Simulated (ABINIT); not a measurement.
# AlCu2 (P4/mmm) in ABINIT: optical spectrum with PBEsol

Aim: the optical spectrum of AlCu2 with PBEsol.

Everything below comes from runs of ABINIT 10.8.3 (patched build). Logs are shortened: lines on timing, memory, paths and dates and some standing lists are left out, and cuts for length are marked. The log counts tension as positive stress, the text compression.

## (1) The cell of the first run

The structure is tetragonal, space group P4/mmm (No. 123). Conventional cell: a = 2.711 Å, b = 2.711 Å, c = 5.949 Å, α = 90.00°, β = 90.00°, γ = 90.00°. Al (site symmetry 4/mmm) is surrounded by 2 Cu at 1.84 Å. Around Cu (site symmetry 4mm) lie 1 Al at 1.84 Å.

The cell was built by a generator and needn't be a form met in nature.

## (2) Optical spectrum, PBEsol (volume scaled by 0.92)

File run.abi:

```
# Datasets
ndtset 3

# Pseudopotentials
pp_dirpath "./"
pseudos "Al.upf, Cu.upf"

# Structure
structure "poscar:POSCAR"
natom 3
chkprim 0
chksymtnons 0
tolsym 1.0e-6

# Plane-wave basis
ecut 1142.878222 eV

# k points
ngkpt 14 14 8
nshiftk 1
shiftk 0.5 0.5 0.5
istwfk *1

# Exchange and correlation
ixc -116133

# Bands and occupations
occopt 7
tsmear 0.00367493

# SCF cycle
nstep 80
nline 6

# Output
iomode 3
prteig 0
prtebands 0

# Dataset 1: ground state
nband1 25
tolvrs1 1.0e-12
prtden1 1
prtwf1 0
kptopt1 1

# Dataset 2: empty bands at fixed density
iscf2 -3
getden2 1
nband2 32
nbdbuf2 4
tolwfr2 1.0e-12
nstep2 120
prtden2 0
kptopt2 1

# Dataset 3: wave functions and velocity matrix elements in the full zone
optdriver3 8
wfk_task3 "wfk_optics_fullbz"
getwfk3 2
nband3 28
kptopt3 1
prtevk3 1
inclvkb3 2
```

File POSCAR:

```
AlCu2
1.0
    2.7105390199      0.0000000000      0.0000000000
    0.0000000000      2.7105390199      0.0000000000
    0.0000000000      0.0000000000      5.9490903181
Al Cu
1 2
Direct
    0.0000000000      0.0000000000      0.5000000000  Al
    0.0000000000      0.0000000000      0.8091535500  Cu
    0.0000000000      0.0000000000      0.1908464500  Cu
```

File optic.abi:

```
&FILES
 ddkfile_1 = 'runo_DS3_1_EVK.nc',
 ddkfile_2 = 'runo_DS3_2_EVK.nc',
 ddkfile_3 = 'runo_DS3_3_EVK.nc',
 wfkfile = 'runo_DS3_WFK.nc'
/
&PARAMETERS
 broadening = 0.007350,
 domega = 0.002,
 maxomega = 0.8,
 scissor = 0.000000,
 tolerance = 0.002
/
&COMPUTATIONS
 num_lin_comp = 2,
 lin_comp = 11,33,
 num_nonlin_comp = 0
/
```

Potentials or basis: PseudoDojo NC SR PBEsol v0.4.1 standard.

Launch:

```sh
mpirun --bind-to none -np 4 abinit run.abi > log 2>&1
optic optic.abi > optic.log 2>&1
```

run.abo:

```text
.Version 10.8.3 of ABINIT
 DATASET    1 : space group P4/m m m (#123); Bravais tP (primitive tetrag.)
================================================================================
 Values of the parameters that define the memory need for DATASET  1.
     intxc =       0    ionmov =       0      iscf =       7    lmnmax =       6
     lnmax =       6     mgfft =      72  mpssoang =       3    mqgrid =    3280
     natom =       3  nloc_mem =       1    nspden =       1   nspinor =       1
    nsppol =       1      nsym =      16    n1xccc =    2501    ntypat =       2
    occopt =       7   xclevel =       2
       mpw =        3870          nfft =       64800          nkpt =         112
================================================================================
================================================================================
[... 13 lines left out ...]
 DATASET    3 : space group P4/m m m (#123); Bravais tP (primitive tetrag.)
================================================================================
 Values of the parameters that define the memory need for DATASET  3.
     intxc =       0    ionmov =       0      iscf =       7    lmnmax =       6
     lnmax =       6     mgfft =      72  mpssoang =       3    mqgrid =    3280
     natom =       3  nloc_mem =       1    nspden =       1   nspinor =       1
    nsppol =       1      nsym =      16    n1xccc =    2501    ntypat =       2
    occopt =       7   xclevel =       2
       mpw =        3870          nfft =       64800          nkpt =         112
================================================================================
================================================================================

--------------------------------------------------------------------------------
------------- Echo of variables that govern the present computation ------------
--------------------------------------------------------------------------------
 -outvars: echo values of preprocessed input variables --------
            acell      1.0000000000E+00  1.0000000000E+00  1.0000000000E+00 Bohr
              amu      2.69815390E+01  6.35460000E+01
          chkprim           0
      chksymtnons           0
             ecut      4.20000000E+01 Hartree
           getden1          0
           getden2          1
           getden3          0
           getwfk1          0
           getwfk2          0
           getwfk3          2
             iscf1          7
             iscf2         -3
             iscf3          7
              ixc     -116133
           jdtset        1    2    3
                       outvar_i_n : Printing only first  50 k-points.
         kptrlatt       14    0    0      0   14    0      0    0    8
          kptrlen      7.17104696E+01
            natom           3
            nband1         25
            nband2         32
            nband3         28
           nbdbuf1          0
           nbdbuf2          4
           nbdbuf3          0
           ndtset           3
[... 337 lines left out ...]
   2.00000    2.00000    2.00000    2.00000    2.00000    2.00000    2.00000    2.00000
   2.00000    2.00000    2.00000    2.00000    2.00000    0.00000    0.00000    0.00000
   0.00000    0.00000    0.00000    0.00000    0.00000    0.00000    0.00000    0.00000
 prteigrs : prtvol=0 or 1, do not print more k-points.

--- !EnergyTerms
iteration_state     : {dtset: 2, }
comment             : Components of total free energy in Hartree
kinetic             :  1.75023477598490E+02
hartree             :  1.56415319253402E+02
xc                  : -4.73760632187903E+01
Ewald energy        : -1.93025953535618E+02
psp_core            :  6.10987678561172E+00
local_psp           : -4.11948073328731E+02
non_local_psp       : -6.62529722966210E+01
internal            : -3.81054388742257E+02
'-kT*entropy'       : -2.19234312549452E-04
total_energy        : -3.81054607976570E+02
...

--- !EnergyTermsDC
iteration_state     : {dtset: 2, }
comment             : '"Double-counting" decomposition of free energy'
band_energy         : -3.94995153148197E+01
Ewald energy        : -1.93025953535618E+02
psp_core            :  6.10987678561172E+00
xc_dc               : -1.54638796568525E+02
internal            : -3.81054388633351E+02
'-kT*entropy'       : -2.19234312549452E-04
total_energy_dc     : -3.81054607867664E+02
...

================================================================================
== DATASET  3 ==================================================================

--- !DatasetInfo
iteration_state: {dtset: 3, }
dimensions: {natom: 3, nkpt: 112, mband: 28, nsppol: 1, nspinor: 1, nspden: 1, mpw: 3870, }
cutoff_energies: {ecut:  42.0, pawecutdg:  -1.0, }
electrons: {nelect:   4.10000000E+01, charge:   0.00000000E+00, occopt:   7.00000000E+00, tsmear:   3.67493000E-03, }
meta: {optdriver: 8, wfk_task: 7, }
...

 mkfilename : getwfk/=0, take file _WFK from output of DATASET   2.

--------------------------------------------------------------------------------

 Computation of velocity matrix elements (DDK)

 Parameters extracted from the Abinit header:
    ecut:     42.0
    nkpt:    1568
    mband:   32
    nsppol:  1
    nspinor: 1
    useylm:  0
    inclvkb: 2
    bmin: 1, bmax: 32
    Computing diagonal and off-diagonal matrix elements
    Between band index bmin: 1, bmax: 32

== END DATASET(S) ==============================================================
================================================================================

 -outvars: echo values of variables after computation  --------
            acell      1.0000000000E+00  1.0000000000E+00  1.0000000000E+00 Bohr
           etotal1    -3.8105460787E+02
           etotal2    -3.8105460787E+02
           etotal3     0.0000000000E+00
            fcart1    -0.0000000000E+00 -0.0000000000E+00 -0.0000000000E+00
                      -0.0000000000E+00 -0.0000000000E+00  1.3345580407E-01
                      -0.0000000000E+00 -0.0000000000E+00 -1.3345580407E-01
            fcart3     0.0000000000E+00  0.0000000000E+00  0.0000000000E+00
                       0.0000000000E+00  0.0000000000E+00  0.0000000000E+00
                       0.0000000000E+00  0.0000000000E+00  0.0000000000E+00
            rprim      5.1221764012E+00  0.0000000000E+00  0.0000000000E+00
                       0.0000000000E+00  5.1221764012E+00  0.0000000000E+00
                       0.0000000000E+00  0.0000000000E+00  1.1242151399E+01
           strten1     3.5764940814E-04  3.5764940814E-04 -3.8156730143E-03
                       0.0000000000E+00  0.0000000000E+00  0.0000000000E+00
           strten3     0.0000000000E+00  0.0000000000E+00  0.0000000000E+00
                       0.0000000000E+00  0.0000000000E+00  0.0000000000E+00
           xangst      0.0000000000E+00  0.0000000000E+00  2.9745451590E+00
                       0.0000000000E+00  0.0000000000E+00  4.8137275502E+00
                       0.0000000000E+00  0.0000000000E+00  1.1353627679E+00
             xred      0.0000000000E+00  0.0000000000E+00  5.0000000000E-01
                       0.0000000000E+00  0.0000000000E+00  8.0915355000E-01
                       0.0000000000E+00  0.0000000000E+00  1.9084645000E-01
 Calculation completed.
```

Run time: 4.9 min. Hardware: 4 MPI ranks of Intel Xeon 6975P-C (Granite Rapids), shared host; peak memory 4.4 GiB.

What came out:

| Quantity | Value |
| --- | --- |
| Free energy | -10369.0241 eV |
| Pressure | 30.4 GPa |
| Largest force | 6.863 eV/Å |

Forces on the atoms (eV/Å):
```
Al   0.000  0.000  0.000
Cu   0.000  0.000  6.863
Cu   0.000  0.000 -6.863
```

Stress tensor (GPa, compression positive):
```
-10.52   0.00   0.00
  0.00 -10.52   0.00
  0.00   0.00 112.26
```

Dielectric function (mean over the directions given):
```
energy (eV)  real part  imaginary part
       0.33      28.20           47.78
       1.31      -0.89           21.38
       2.29      -1.39            6.54
       3.37      -0.38            5.87
       4.35       0.23            5.35
       5.44      -1.14            3.53
       6.42      -0.54            2.36
       7.51      -0.33            1.94
       8.49      -0.36            1.53
       9.58      -0.11            1.21
      10.56       0.08            0.96
      11.65       0.18            0.86
      12.63       0.29            0.71
      13.71       0.36            0.68
      14.69       0.43            0.61
      15.78       0.40            0.62
      16.76       0.37            0.54
      17.85       0.43            0.49
      18.83       0.42            0.44
      19.92       0.39            0.41
```

Caveat: the intraband (Drude) term is left out; spectra need much finer meshes, so this one isn't converged; independent-particle spectra lack excitons.
